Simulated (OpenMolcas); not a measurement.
# Ni²⁺ among point charges: CASSCF and CASPT2 levels and susceptibility

How does a field of 2 point charges split the states of Ni²⁺, and what χT follows?

Program: OpenMolcas 26.06. Level of theory: state-averaged CASSCF and CASPT2, spin-orbit coupling by RASSI with atomic mean-field integrals. These are calculated values, not measurements, unless marked.

## (1) The atom as given

- Species: Ni²⁺ (nickel, Z = 28, 26 electrons)
- Basis: ANO-RCC-VTZP [6s5p3d2f1g], 59 functions
- Scalar Hamiltonian: DKH2, point nucleus
- Inactive shells: 1s 2s 2p 3s 3p
- Active space: 8 electrons in 5 orbitals (3d)
- Some configurations of this space: 3d8
- Orbitals: optimised for each spin and parity, averaged over all roots

Outer shells as boxes (Hund's rule):

3d8
```
3d [↑↓][↑↓][↑↓][↑ ][↑ ]
```

The ion sits among 2 point charges of -3 e arranged as a linear pair (D∞h), 1.94 Å from the ion.

The work runs as a chain of OpenMolcas steps in one folder; each step below is one input file. Labels, J, g values, rates, χT and fits are worked out afterwards by a script from the matrices that RASSI stores. The input lists half of the charges; inversion (Group=XYZ) makes the rest.

## (2) One- and two-electron integrals

File a.inp:

```
&GATEWAY
Coord
1

Ni 0.0 0.0 0.0
Basis=ANO-RCC-VTZP
Group=XYZ
NoMove
AngMom=0.0 0.0 0.0
AMFI
XField
1 Angstrom 0
0.000000 0.000000 1.940000 -3.000000
&SEWARD
```

Launch:

```bash
$ OMP_NUM_THREADS=1 MOLCAS_MEM=1689 MOLCAS_PROJECT=a pymolcas a.inp > a.log
```

Output:

```text
Basis set label: NI.ANO-RCC...6S5P3D2F1G.

      Electronic valence basis set:
      ------------------
      Associated Effective Charge  28.000000 au
      Associated Actual Charge     28.000000 au
      Nuclear Model: Point charge

      Shell  nPrim  nBasis  Cartesian Spherical Contaminant
         s      21       6        X
         p      15       5        X
         d      10       3                 X
         f       6       2                 X
         g       4       1                 X
                  Relativistic Douglas-Kroll-Hess integrals:
                    - DKH order of Hamiltonian: 2
                    - DKH order of Properties : 0
                  Atomic mean-field integrals
```

## (3) Reference wave functions, triplets of even parity, 10 roots

File a.inp:

```
&RASSCF
FileOrb=start.orb
Symmetry=1
Spin=3
nActEl=8 0 0
Inactive=3 6
Ras2=5 0
CIRoot=10 10 1
SDav=10
CIMx=300
Iter=120 100
PrWF=0.3
OrbListing=Nothing
MaxOrb=0
>>> COPY $Project.JobIph JOB001
```

Launch:

```bash
$ OMP_NUM_THREADS=1 MOLCAS_MEM=1689 MOLCAS_PROJECT=a pymolcas a.inp > a.log
```

start.orb holds the contracted functions of the basis, ordered by shell, or the orbitals of the step before.

Output, shortened:

```text
[...]
      Number of active orbitals                  5
[...]
      Spin quantum number                      1.0
[...]
      Active orbitals                            5   0
[...]
      Number of CSFs                            10
      Number of root(s) required                10
[...]
      Convergence after 13 iterations
[...]
      Natural orbitals and occupation numbers for root  1
      sym 1:   1.953571   1.046429   2.000000   1.046429   1.953571
      Natural orbitals and occupation numbers for root  2
      sym 1:   2.000000   1.864787   1.135213   1.135213   1.864787
      Natural orbitals and occupation numbers for root  3
      sym 1:   1.135213   1.135213   2.000000   1.864787   1.864787
::    RASSCF root number  1 Total energy:  -1521.55961759
::    RASSCF root number  2 Total energy:  -1521.55411492
::    RASSCF root number  3 Total energy:  -1521.55411492
[...]
::    RASSCF root number  7 Total energy:  -1521.51871005
::    RASSCF root number  8 Total energy:  -1521.45662217
::    RASSCF root number  9 Total energy:  -1521.45662217
::    RASSCF root number 10 Total energy:  -1521.38984033
```

## (4) CASSCF: singlets of even parity, 15 roots

File a.inp:

```
&RASSCF
FileOrb=start.orb
Symmetry=1
Spin=1
nActEl=8 0 0
Inactive=3 6
Ras2=5 0
CIRoot=15 15 1
SDav=15
CIMx=300
Iter=120 100
PrWF=0.3
OrbListing=Nothing
MaxOrb=0
>>> COPY $Project.JobIph JOB002
```

Output, shortened:

```text
[...]
      Number of active orbitals                  5
[...]
      Spin quantum number                      0.0
[...]
      Active orbitals                            5   0
[...]
      Number of CSFs                            15
      Number of root(s) required                15
[...]
      Convergence after  9 iterations
[...]
      Natural orbitals and occupation numbers for root  1
      sym 1:   1.929260   1.973486   0.194508   1.973486   1.929260
      Natural orbitals and occupation numbers for root  2
      sym 1:   1.781371   1.218629   2.000000   1.218629   1.781371
      Natural orbitals and occupation numbers for root  3
      sym 1:   1.781371   1.218629   1.781371   1.218629   2.000000
::    RASSCF root number  1 Total energy:  -1521.48389700
::    RASSCF root number  2 Total energy:  -1521.47929142
::    RASSCF root number  3 Total energy:  -1521.47929142
[...]
::    RASSCF root number 12 Total energy:  -1521.40329766
::    RASSCF root number 13 Total energy:  -1521.35586359
::    RASSCF root number 14 Total energy:  -1521.35586359
::    RASSCF root number 15 Total energy:  -1521.23830745
```

## (5) RASSI: spin-orbit coupling between the states

File a.inp:

```
&RASSI
NrOfJobIphs=2 10 15
1 2 3 4 5 6 7 8 9 10
1 2 3 4 5 6 7 8 9 10 11 12 13 14 15
IphNames
JOB001
JOB002
EJob
SpinOrbit
DIPRint=1.0
SOCoupling=1000.0
Subsets=2
Property=9
'ANGMOM' 1 'ANGMOM' 2 'ANGMOM' 3 'MLTPL  1' 1 'MLTPL  1' 2 'MLTPL  1' 3
'AMFI' 1 'AMFI' 2 'AMFI' 3
SOProperty=3
'ANGMOM' 1 'ANGMOM' 2 'ANGMOM' 3
```

Launch:

```bash
$ OMP_NUM_THREADS=1 MOLCAS_MEM=1689 MOLCAS_PROJECT=a pymolcas a.inp > a.log
```

Output, shortened:

```text
SPIN-FREE ENERGIES:
  (Shifted by EMIN (a.u.) =      -1521.5596175932)
 SF State       Relative EMIN(au)   Rel lowest level(eV)    D:o, cm**(-1)      L_eff
     1             0.0000000000        0.0000000000              0.0000         2.9
     2             0.0055026726        0.1497353497           1207.6970         2.8
     3             0.0055026726        0.1497353497           1207.6970         2.8
     4             0.0321714330        0.8754292890           7060.8134         2.9
     5             0.0321714330        0.8754292890           7060.8134         2.9
     6             0.0409075474        1.1131510734           8978.1689         3.0
     7             0.0409075474        1.1131510734           8978.1689         3.0
    11             0.0757205892        2.0604621993          16618.7484         3.1
    12             0.0803261746        2.1857865639          17629.5576         2.3
    13             0.0803261746        2.1857865639          17629.5576         2.3
[...]
Eigenvalues of complex Hamiltonian:
   -----------------------------------
  (Shifted by EMIN (a.u.) =      -1521.5596175932)
 SO State       Relative EMIN(au)   Rel lowest level(eV)    D:o, cm**(-1)     J-value
     1            -0.0026620707        0.0000000000              0.0000         3.8
     2            -0.0018672524        0.0216281096            174.4425         3.5
     3            -0.0018672524        0.0216281096            174.4425         3.5
     4             0.0035132619        0.1680393610           1355.3288         2.9
     5             0.0035132619        0.1680393610           1355.3288         2.9
     6             0.0068579660        0.2590533960           2089.4065         2.5
     7             0.0068579660        0.2590533960           2089.4065         2.5
     8             0.0070142921        0.2633072452           2123.7162         2.8
     9             0.0092461386        0.3240388832           2613.5498         2.0
    10             0.0286062588        0.8508545929           6862.6051         2.7
    11             0.0286062588        0.8508545929           6862.6051         2.7
[...]
```

These steps took 6 s in all on 1 thread of Intel Xeon Platinum 8488C (Sapphire Rapids), shared host.

States without spin-orbit coupling:

```tsv
state	degeneracy	E (cm-1)	free-ion L (%)
3Sigma	1	0	F (93)
3Pi	2	1208	F (89)
3Delta	2	7061	F (100)
3Phi	2	8978	F (100)
1Sigma	1	16619	G (54)
1Delta	2	17630	D (87)
1Pi	2	18059	G (54)
3Pi	2	22605	P (89)
1Sigma	1	26863	D (50)
1Pi	2	27629	D (54)
1Delta	2	28508	G (87)
1Phi	2	34308	G (100)
3Sigma	1	37262	P (93)
1Gamma	2	44719	G (100)
1Sigma	1	70519	S (94)
```

With spin-orbit coupling:

```json
{"E (cm-1)": "0.0", "Degeneracy": "1", "2S+1": "3", "g": ""}
{"E (cm-1)": "174.4", "Degeneracy": "2", "2S+1": "3", "g": "0.00 0.00 3.60"}
{"E (cm-1)": "1355", "Degeneracy": "2", "2S+1": "3", "g": "0.00 0.00 5.98"}
{"E (cm-1)": "2089", "Degeneracy": "2", "2S+1": "3", "g": "0.00 0.00 2.38"}
{"E (cm-1)": "2124", "Degeneracy": "1", "2S+1": "3", "g": ""}
{"E (cm-1)": "2614", "Degeneracy": "1", "2S+1": "3", "g": ""}
{"E (cm-1)": "6863", "Degeneracy": "2", "2S+1": "3", "g": "0.00 0.00 7.92"}
{"E (cm-1)": "7593", "Degeneracy": "2", "2S+1": "3", "g": "0.00 0.00 3.96"}
{"E (cm-1)": "8317", "Degeneracy": "2", "2S+1": "3", "g": "0.00 0.00 0.03"}
{"E (cm-1)": "8562", "Degeneracy": "2", "2S+1": "3", "g": "0.00 0.00 10.00"}
{"E (cm-1)": "9683", "Degeneracy": "2", "2S+1": "3", "g": "0.00 0.00 6.09"}
{"E (cm-1)": "10549", "Degeneracy": "2", "2S+1": "3", "g": "0.00 0.00 2.09"}
{"E (cm-1)": "17247", "Degeneracy": "1", "2S+1": "1", "g": ""}
{"E (cm-1)": "18242", "Degeneracy": "2", "2S+1": "1", "g": "0.00 0.00 4.02"}
{"E (cm-1)": "18648", "Degeneracy": "2", "2S+1": "1", "g": "0.00 0.00 2.00"}
{"E (cm-1)": "22953", "Degeneracy": "2", "2S+1": "3", "g": "0.00 0.00 5.95"}
{"E (cm-1)": "23127", "Degeneracy": "2", "2S+1": "3", "g": "0.00 0.00 2.00"}
{"E (cm-1)": "23404", "Degeneracy": "1", "2S+1": "3", "g": ""}
{"E (cm-1)": "23504", "Degeneracy": "1", "2S+1": "3", "g": ""}
{"E (cm-1)": "27519", "Degeneracy": "1", "2S+1": "1", "g": ""}
{"E (cm-1)": "28321", "Degeneracy": "2", "2S+1": "1", "g": "0.00 0.00 2.00"}
{"E (cm-1)": "29144", "Degeneracy": "2", "2S+1": "1", "g": "0.00 0.00 4.01"}
{"E (cm-1)": "34908", "Degeneracy": "2", "2S+1": "1", "g": "0.00 0.00 6.00"}
{"E (cm-1)": "37862", "Degeneracy": "1", "2S+1": "3", "g": ""}
```

Principal g values are given for doublets only; a zero marks a field direction without first-order Zeeman splitting.

Powder χT (cm³ K/mol): 0.05 at 2 K, 0.12 at 5 K, 0.24 at 10 K, 0.49 at 20 K, 1.21 at 50 K, 2.01 at 100 K, 2.34 at 150 K, 2.49 at 200 K, 2.58 at 250 K, 2.64 at 300 K.

## (6) CASPT2: IPEA 0.25, imaginary shift 0.1 (closed shells correlated: 3s 3p)

File a.inp:

```
>>> COPY JOB001 $Project.JobIph
&CASPT2
Multistate=10 1 2 3 4 5 6 7 8 9 10
NoMult
Frozen=2 3
IPEA=0.25
Imaginary=0.1
MaxIter=60
WThr=0.0 0.3 0.05
PrWF=0.5
NoMix
>>> COPY JOB002 $Project.JobIph
&CASPT2
Multistate=15 1 2 3 4 5 6 7 8 9 10 11 12 13 14 15
NoMult
Frozen=2 3
IPEA=0.25
Imaginary=0.1
MaxIter=60
WThr=0.0 0.3 0.05
PrWF=0.5
NoMix
```

Output:

```text
Orbital specifications:
      -----------------------

      Symmetry species                           1   2
                                                ag  au
      Frozen orbitals                            2   3
      Inactive orbitals                          1   3
      Active orbitals                            5   0
      Secondary orbitals                        22  23
      Deleted orbitals                           0   0
      Number of basis functions                 30  29
Type of calculation                        SS-CASPT2
      Fock operator                              state-specific
      IPEA shift                                 0.25
      Real shift                                 0.00
      Imaginary shift                            0.10
      The input orbitals will be transformed to quasi-canonical
Reference energy:       -1521.5596175932
      E2 (Non-variational):      -0.6533934883
      Shift correction:          -0.0001856507
      E2 (Variational):          -0.6535791390
      Total energy:           -1522.2131967321
      Residual norm:              0.0000005421
      Reference weight:           0.92461
      Contributions to the CASPT2 correlation energy
      Active & Virtual Only:         -0.2878472519
      One Inactive Excited:          -0.2767592256
      Two Inactive Excited:          -0.0887870107
Reference energy:       -1521.5541149206
      E2 (Non-variational):      -0.6489972555
      Shift correction:          -0.0003081753
      E2 (Variational):          -0.6493054308
      Total energy:           -1522.2034203514
      Residual norm:              0.0000004186
      Reference weight:           0.92395
      Contributions to the CASPT2 correlation energy
      Active & Virtual Only:         -0.2844651582
      One Inactive Excited:          -0.2755944626
      Two Inactive Excited:          -0.0889376347
::    CASPT2 Root  1     Total energy:  -1522.21319673
::    CASPT2 Root  2     Total energy:  -1522.20342035
::    CASPT2 Root  3     Total energy:  -1522.20342039
::    CASPT2 Root  4     Total energy:  -1522.16536431
::    CASPT2 Root  5     Total energy:  -1522.16536432
::    CASPT2 Root  6     Total energy:  -1522.17096063
::    CASPT2 Root  7     Total energy:  -1522.17098406
::    CASPT2 Root  8     Total energy:  -1522.12343998
::    CASPT2 Root  9     Total energy:  -1522.12343997
::    CASPT2 Root 10     Total energy:  -1522.05032229
Orbital specifications:
      -----------------------

      Symmetry species                           1   2
                                                ag  au
      Frozen orbitals                            2   3
      Inactive orbitals                          1   3
      Active orbitals                            5   0
      Secondary orbitals                        22  23
      Deleted orbitals                           0   0
      Number of basis functions                 30  29
Type of calculation                        SS-CASPT2
      Fock operator                              state-specific
      IPEA shift                                 0.25
      Real shift                                 0.00
      Imaginary shift                            0.10
      The input orbitals will be transformed to quasi-canonical
Reference energy:       -1521.4838970040
      E2 (Non-variational):      -0.6419019441
      Shift correction:          -0.0001302378
      E2 (Variational):          -0.6420321818
      Total energy:           -1522.1259291858
      Residual norm:              0.0000001476
      Reference weight:           0.93244
      Contributions to the CASPT2 correlation energy
      Active & Virtual Only:         -0.2798911927
      One Inactive Excited:          -0.2711535852
      Two Inactive Excited:          -0.0908571662
Reference energy:       -1521.4792914185
      E2 (Non-variational):      -0.6707979576
      Shift correction:          -0.0002475258
      E2 (Variational):          -0.6710454833
      Total energy:           -1522.1503369019
      Residual norm:              0.0000004929
      Reference weight:           0.91931
      Contributions to the CASPT2 correlation energy
      Active & Virtual Only:         -0.2977122993
      One Inactive Excited:          -0.2783895214
      Two Inactive Excited:          -0.0946961369
::    CASPT2 Root  1     Total energy:  -1522.12592919
::    CASPT2 Root  2     Total energy:  -1522.15033690
::    CASPT2 Root  3     Total energy:  -1522.15034439
::    CASPT2 Root  4     Total energy:  -1522.13589993
::    CASPT2 Root  5     Total energy:  -1522.13589992
::    CASPT2 Root  6     Total energy:  -1522.10920426
::    CASPT2 Root  7     Total energy:  -1522.10235810
::    CASPT2 Root  8     Total energy:  -1522.10235810
::    CASPT2 Root  9     Total energy:  -1522.09047182
::    CASPT2 Root 10     Total energy:  -1522.09047310
::    CASPT2 Root 11     Total energy:  -1522.07181258
::    CASPT2 Root 12     Total energy:  -1522.07181301
::    CASPT2 Root 13     Total energy:  -1522.01524025
::    CASPT2 Root 14     Total energy:  -1522.01533158
::    CASPT2 Root 15     Total energy:  -1521.93563526
```

This run: 3 s of run time, 1 thread of Intel Xeon Platinum 8488C (Sapphire Rapids), shared host.

SS-CASPT2: lowest energy less the reference's lowest, -0.6536 hartree; reference weights 0.916 to 0.932.

States without spin-orbit coupling:

```tsv
state	degeneracy	E (cm-1)	free-ion L (%)
3Sigma	1	0	F (93)
3Pi	2	2146	F (89)
3Phi	2	9267	F (100)
3Delta	2	10498	F (100)
1Delta	2	13795	D (87)
1Pi	2	16965	G (54)
1Sigma	1	19153	G (54)
3Pi	2	19699	P (89)
1Sigma	1	22824	D (50)
1Pi	2	24326	D (54)
1Delta	2	26935	G (87)
1Phi	2	31030	G (100)
3Sigma	1	35747	P (93)
1Gamma	2	43436	G (100)
1Sigma	1	60918	S (94)
```

With spin-orbit coupling:

```json
{"E (cm-1)": "0", "Degeneracy": "1", "2S+1": "3", "g": ""}
{"E (cm-1)": "150", "Degeneracy": "2", "2S+1": "3", "g": "0.00 0.00 3.81"}
{"E (cm-1)": "2150", "Degeneracy": "2", "2S+1": "3", "g": "0.00 0.00 5.99"}
{"E (cm-1)": "2760", "Degeneracy": "2", "2S+1": "3", "g": "0.00 0.00 2.18"}
{"E (cm-1)": "2910", "Degeneracy": "1", "2S+1": "3", "g": ""}
{"E (cm-1)": "3240", "Degeneracy": "1", "2S+1": "3", "g": ""}
{"E (cm-1)": "8700", "Degeneracy": "2", "2S+1": "3", "g": "0.00 0.00 10.00"}
{"E (cm-1)": "9330", "Degeneracy": "2", "2S+1": "3", "g": "0.00 0.00 6.56"}
{"E (cm-1)": "10190", "Degeneracy": "2", "2S+1": "3", "g": "0.00 0.00 2.63"}
{"E (cm-1)": "10630", "Degeneracy": "2", "2S+1": "3", "g": "0.00 0.00 7.45"}
{"E (cm-1)": "11190", "Degeneracy": "2", "2S+1": "3", "g": "0.00 0.00 3.50"}
{"E (cm-1)": "11550", "Degeneracy": "2", "2S+1": "3", "g": "0.00 0.00 0.03"}
{"E (cm-1)": "14440", "Degeneracy": "2", "2S+1": "1", "g": "0.00 0.00 3.92"}
{"E (cm-1)": "17390", "Degeneracy": "2", "2S+1": "1", "g": "0.00 0.00 1.98"}
{"E (cm-1)": "19540", "Degeneracy": "1", "2S+1": "1", "g": ""}
{"E (cm-1)": "19880", "Degeneracy": "2", "2S+1": "3", "g": "0.00 0.00 5.96"}
{"E (cm-1)": "20100", "Degeneracy": "2", "2S+1": "3", "g": "0.00 0.00 2.00"}
{"E (cm-1)": "20390", "Degeneracy": "1", "2S+1": "3", "g": ""}
{"E (cm-1)": "20440", "Degeneracy": "1", "2S+1": "3", "g": ""}
{"E (cm-1)": "23360", "Degeneracy": "1", "2S+1": "1", "g": ""}
{"E (cm-1)": "24880", "Degeneracy": "2", "2S+1": "1", "g": "0.00 0.00 2.00"}
{"E (cm-1)": "27420", "Degeneracy": "2", "2S+1": "1", "g": "0.00 0.00 4.01"}
{"E (cm-1)": "31480", "Degeneracy": "2", "2S+1": "1", "g": "0.00 0.00 6.00"}
{"E (cm-1)": "36180", "Degeneracy": "1", "2S+1": "3", "g": ""}
```

Powder χT (cm³ K/mol): 0.05 at 2 K, 0.12 at 5 K, 0.23 at 10 K, 0.46 at 20 K, 1.12 at 50 K, 1.78 at 100 K, 2.01 at 150 K, 2.11 at 200 K, 2.17 at 250 K, 2.21 at 300 K.

## (7) The methods side by side

A. CASSCF
B. SS-CASPT2, IPEA 0.25, imaginary shift 0.1 (closed shells correlated: 3s 3p)

```tsv
method	ground state	first state of that spin (cm-1)	first gap with spin-orbit (cm-1)	χT at 300 K
A	3Sigma	3Pi 1208	174.4	2.64
B	3Sigma	3Pi 2146	153.1	2.21
```

## (8) Results

```
                                            quantity                                                                        value
                                              method  SS-CASPT2, IPEA 0.25, imaginary shift 0.1 (closed shells correlated: 3s 3p)
                              spin-free ground state                                           3Sigma, 1-fold in its orbital part
first state of the same spin within the active space                                                             3Pi at 2150 cm⁻¹
                                        lowest level                                                                       1-fold
                                          next level                                                                   153.1 cm⁻¹
                                         χT at 300 K                                                               2.21 cm³ K/mol
                           effective moment at 300 K                                                                      4.20 μB
```

Cost by method:

```tsv
method	time of its own steps	time with the reference
A. CASSCF	6 s	6 s
B. SS-CASPT2, IPEA 0.25, imaginary shift 0.1, +3s 3p	3 s	9 s
```

Times are of one thread on a shared host.

**Reading.** The spin-free ground state (3Sigma) comes to 93 % from free-ion F terms and keeps the highest spin of the shell. χT at 300 K is 2.21, against 1.00 cm³ K/mol for the spin alone, so orbital moment adds to it. CASPT2 does not keep the components of a term degenerate, and the means are used. The field of point charges can differ much from that of real complexes. This is an electrostatic model: the charges have no orbitals.
